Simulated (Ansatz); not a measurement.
# Ta2Al5: the cost of one run

Method: DFT PBE, scalar-relativistic, plane waves, PAW, unless a step names another level, in Ansatz 0.2.0.

11 further runs of the same task are left out: 2 that didn't finish, 9 set aside as unsound or not needed. Runs told in other sessions of the task aren't counted.

## (1) The formula and the candidates

Pauling electronegativities: Ta 1.50, Al 1.61 (spread 0.11). It is an alloy, so charge balance gives no guide. Tabulated atomic sizes suggest about 15 Å³/atom. 22 candidates were drawn, by swapping species into database cells of other compounds, at random by space group and Wyckoff sites, or by hand, as the table says:

| name | made from | space group no. | Wyckoff sites | atoms (primitive cell) | V (Å³/atom) |
| --- | --- | --- | --- | --- | --- |
| c01 | random | 139 | Ta 4c; Al 8h, 2b | 7 | 16.1 |
| c02 | random | 191 | Ta 2c; Al 2e, 3f | 7 | 17.8 |
| c03 | random | 65 | Ta 4e; Al 4f, 4k, 2b | 7 | 16.2 |
| c04 | database cell of Ta2O5 | 5 | Ta 4c; Al 4c, 4c, 2b | 7 | 13.8 |
| c05 | random | 166 | Ta 6c; Al 9d, 3a, 3b | 7 | 16.2 |
| c06 | random | 123 | Ta 2g; Al 2g, 2e, 1c | 7 | 15.7 |
| c07 | random | 115 | Ta 2g; Al 2f, 1b, 1d, 1c | 7 | 17.5 |
| c08 | random | 187 | Ta 2g; Al 2h, 2i, 1e | 7 | 17.9 |
| c09 | random | 123 | Ta 2f; Al 4m, 1d | 7 | 17.9 |
| c10 | random | 191 | Ta 2e; Al 2c, 2d, 1b | 7 | 17.2 |
| c11 | random | 12 | Ta 4i; Al 4h, 4i, 2a | 7 | 17.1 |
| c12 | random | 65 | Ta 4j; Al 8p, 2b | 7 | 16.5 |
| c13 | random | 191 | Ta 2c; Al 4h, 1b | 7 | 17.9 |
| c14 | database cell of Ta2O5 | 47 | Ta 1d, 1a; Al 2q, 1h, 1b, 1e | 7 | 18.0 |
| c15 | random | 183 | Ta 2b; Al 1a, 2b, 1a, 1a | 7 | 15.7 |
| c16 | random | 156 | Ta 1a, 1c; Al 1a, 1a, 1b, 1b, 1c | 7 | 16.4 |
| c17 | database cell of Ga2Te5 | 87 | Ta 4d; Al 8h, 2a | 7 | 17.4 |
| c18 | random | 216 | Ta 4a, 4c; Al 16e, 4b | 7 | 15.9 |
| c19 | database cell of Li5Tl2 | 166 | Ta 6c; Al 3b, 6c, 6c | 7 | 17.0 |
| c20 | random | 99 | Ta 1b, 1b; Al 4d, 1a | 7 | 15.3 |
| c21 | random | 2 | Ta 2i; Al 1c, 2i, 1h, 1g | 7 | 15.2 |
| c22 | random | 139 | Ta 4d; Al 2b, 8i | 7 | 17.3 |

## (2) Screening run of c08

File input.yaml:

```yaml
crystal:
  lattice:
    - [4.12003261, 0.0, 0.0]
    - [-2.06001631, 3.5680529, 0.0]
    - [0.0, 0.0, 8.52294221]
  atoms:
    - { symbol: Ta, position: [0.33333333, 0.66666667, 0.68074815] }
    - { symbol: Ta, position: [0.33333333, 0.66666667, 0.31925185] }
    - { symbol: Al, position: [0.66666667, 0.33333333, 0.11207533] }
    - { symbol: Al, position: [0.66666667, 0.33333333, 0.88792467] }
    - { symbol: Al, position: [0.0, 0.0, 0.38032889] }
    - { symbol: Al, position: [0.0, 0.0, 0.61967111] }
    - { symbol: Al, position: [0.0, 0.0, 0.0] }
basis:
  ecutwfc: 420
kpoints:
  mp_grid: { grid: [5, 5, 2] }
hamiltonian:
  xc: pbe
scf:
  occupations: { method: gaussian, width: 0.2 }
  lower_state_search: "off"
output:
  forces: true
  stress: true
  eigenvalues: true
relax:
  adjacent_minimum: "off"
  f_tol: 0.08
  max_steps: 16
  cell: { stress_tol: 0.8 }
```

Started as:

```console
ansatz run input.yaml --threads 1 --pin off --max-ram 2560MiB --backend cpu --events-out ev --progress --plain --runs-dir out
```

What time and memory should one allow on 1 thread of Arm Neoverse N1, shared host?

About 100 s, with a peak of 0.34 GiB.
